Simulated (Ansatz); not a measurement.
Working through a convergence test of the k-point mesh of SiC, space group F-43m

Program: the Python package of Ansatz (0.2.0).

Notebook, run cell by cell (the value of a cell's last expression is shown):

```python
import warnings

import ansatz as az
import matplotlib.pyplot as plt
```

```python
SMEARING_WIDTH = 0.05
FUNCTIONAL = 'pbe'
```

```python
warnings.simplefilter('ignore', az.DeckWarning)

crystal = (
    az.Lattice.fcc(4.358)
    .space_group(216)
    .atom('Si', (0.0, 0.0, 0.0))
    .atom('C', (0.25, 0.25, 0.75))
    .primitive()
)
```

```python
len(crystal.resolved().sites)
```

    2

```python
job = crystal.calculation()
job = job.pseudopotentials('paw').occupations(az.OccupationsMethod.FERMI_DIRAC, width=SMEARING_WIDTH)
job = job.functional(FUNCTIONAL)
```

```python
rows = []
for value in [1.0, 0.6, 0.4, 0.3]:
    summary = job.kpoints(spacing=value).run(threads=1, pin='off').report
    rows.append((value, summary['free_energy_ev'] / len(summary['lattice']['sites']), summary['n_iterations'], summary['n_kpoints']))
```

```python
print('spacing (1/A)   F/atom (eV)    iterations      k-points')
for row in rows:
    print(f'{str(row[0]):>12s}  {row[1]:12.5f}  {row[2]:12d}  {row[3]:12d}')
```

    spacing (1/A)   F/atom (eV)    iterations      k-points
             1.0    -443.32700             6             4
             0.6    -443.56095             6            10
             0.4    -443.57679             6            20
             0.3    -443.57834             6            35

```python
for row in rows[:-1]:
    shift = 1000 * (row[1] - rows[-1][1])
    print(f'{row[0]}: {shift:+.2f} meV/atom' + ('  (within 5 meV)' if abs(shift) < 5 else ''))
plt.figure(figsize=(4.5, 3))
plt.plot([str(row[0]) for row in rows], [1000 * (row[1] - rows[-1][1]) for row in rows], 'o-')
plt.xlabel('spacing (1/A)')
plt.ylabel('F - F(last) (meV/atom)')
plt.tight_layout()
plt.savefig('kconv.png', dpi=100)
```

    1.0: +251.34 meV/atom
    0.6: +17.39 meV/atom
    0.4: +1.55 meV/atom  (within 5 meV)

From a spacing of 0.4 (7×7×7) on it stays within 5 meV an atom of the value at a spacing of 0.3 (9×9×9); the first row (a spacing of 1.0 (3×3×3)) is off by 251.3 meV and the last but one by 1.55 meV. That rests on few rows after larger swings, so the series isn't shown to be converged.

Caveats:
- The starting cell is as deposited in a crystallographic database; the results hold for this polymorph, which needn't be the stable one.
- Shifts are counted from the finest mesh, which is itself no proven limit.
- The whole script took 3.7 s on 1 thread of Arm Neoverse V1, on a shared host, peak memory 0.36 GiB.
